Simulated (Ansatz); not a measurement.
# CH₆BGaTe: from a rough start to a minimum

Aim: relax CH₆BGaTe from a cheap starting geometry, then compute its harmonic vibrations to see whether it is a minimum and to get the zero-point energy and entropy, and look at its orbitals and charge.

Program: Ansatz 0.2.0, Gaussian basis. Level of theory: RKS PBE0-D4/def2-TZVP. These are calculated values, not measurements.

Plan: relaxation at PBE0-D4/def2-TZVP; harmonic vibrations at the same level; a single point in def2-TZVPP for the fields.

## Step 1: The starting structure

SMILES `C[B]([GaH2])[TeH]`, 10 atoms, charge 0, spin multiplicity 1.

Atoms are counted from 1 here; the program's logs count them from 0.

Bond lengths: C1–B2 1.569 Å, C1–H5 1.093 Å, C1–H6 1.094 Å, C1–H7 1.092 Å, B2–Ga3 2.080 Å, B2–Te4 2.083 Å, Ga3–H8 1.608 Å, Ga3–H9 1.600 Å, Te4–H10 1.660 Å. Angles: B2–C1–H5 112.0°, B2–C1–H6 109.1°, B2–C1–H7 114.9°, H5–C1–H6 105.3°, H5–C1–H7 108.0°, H6–C1–H7 106.9°, C1–B2–Ga3 127.5°, C1–B2–Te4 126.6°, Ga3–B2–Te4 105.9°, B2–Ga3–H8 119.6°, B2–Ga3–H9 131.5°, H8–Ga3–H9 108.8°, B2–Te4–H10 98.6°.

Geometry (Å):

```
C     0.0684    1.4691   -0.0527
B    -0.0270   -0.0911   -0.1920
Ga    0.1158   -1.5080    1.3236
Te   -0.3458   -1.1653   -1.9480
H     0.8461    1.7711    0.6539
H    -0.8675    1.8491    0.3686
H     0.2359    2.0055   -0.9888
H    -0.2513   -3.0422    1.0122
H     0.6268   -1.3958    2.8352
H    -0.4013    0.1075   -3.0120
```

The start is a GFN2-xTB geometry. Te takes the def2 core potential; no spin-orbit term is included.

## Step 2: Optimising with PBE0-D4/def2-TZVP

File in.yaml:

```yaml
crystal:
  periodic: [false, false, false]
  atoms:
    - {symbol: C, position_ang: [0.068380, 1.469110, -0.052710]}
    - {symbol: B, position_ang: [-0.027030, -0.091080, -0.191980]}
    - {symbol: Ga, position_ang: [0.115820, -1.508040, 1.323590]}
    - {symbol: Te, position_ang: [-0.345830, -1.165270, -1.948020]}
    - {symbol: H, position_ang: [0.846060, 1.771100, 0.653900]}
    - {symbol: H, position_ang: [-0.867470, 1.849140, 0.368650]}
    - {symbol: H, position_ang: [0.235880, 2.005520, -0.988810]}
    - {symbol: H, position_ang: [-0.251310, -3.042160, 1.012160]}
    - {symbol: H, position_ang: [0.626820, -1.395770, 2.835230]}
    - {symbol: H, position_ang: [-0.401310, 0.107460, -3.012010]}
basis:
  gaussian: {orbitals: def2-TZVP}
hamiltonian: {xc: pbe0, dispersion: d4}
relax: {f_tol: 0.005, max_steps: 150}
```

The run is started by

```sh
$ ansatz run in.yaml --threads 4 --pin off --events-out ev --progress --plain --max-ram 10444MiB
```

The runs that follow: Vibrations by finite differences; Orbitals, density and potential.

**Question.** What will the summary of the whole plan be? Wanted: point group; shift from the start; total energy; dispersion term; dipole moment; lowest, highest wavenumber; zero-point energy; HOMO, LUMO.

**Answer**, as computed:

| quantity | value |
| --- | --- |
| point group | Cs |
| steps | 38 |
| shift from the start (rms) | 0.724 Å |
| total energy | -61473.9983 eV |
| dispersion term | -220 meV |
| dipole moment | 1.42 D |
| lowest, highest wavenumber | 62, 3115 cm⁻¹ |
| zero-point energy | 37.9 kcal/mol |
| entropy at 298.15 K | 390.2 J/(mol K) |
| HOMO, LUMO | -6.98, -1.81 eV |

The atoms moved 0.72 Å (rms) from the start; the bond that changed most is B2–Te4, from 2.083 to 2.125 Å. All wavenumbers are real, so the end point is a minimum. The stiffest mode, 3115 cm⁻¹, is a C–H stretch, and 4 modes under 200 cm⁻¹ make the vibrational entropy uncertain. Harmonic hybrid wavenumbers usually lie a few per cent above measured fundamentals. The largest Mulliken charge, -0.43 e, sits on C1. The HOMO lies mostly on Te4 71 %; B2 13 % and the LUMO on Ga3 47 %; H8, H9 about 14 % each.
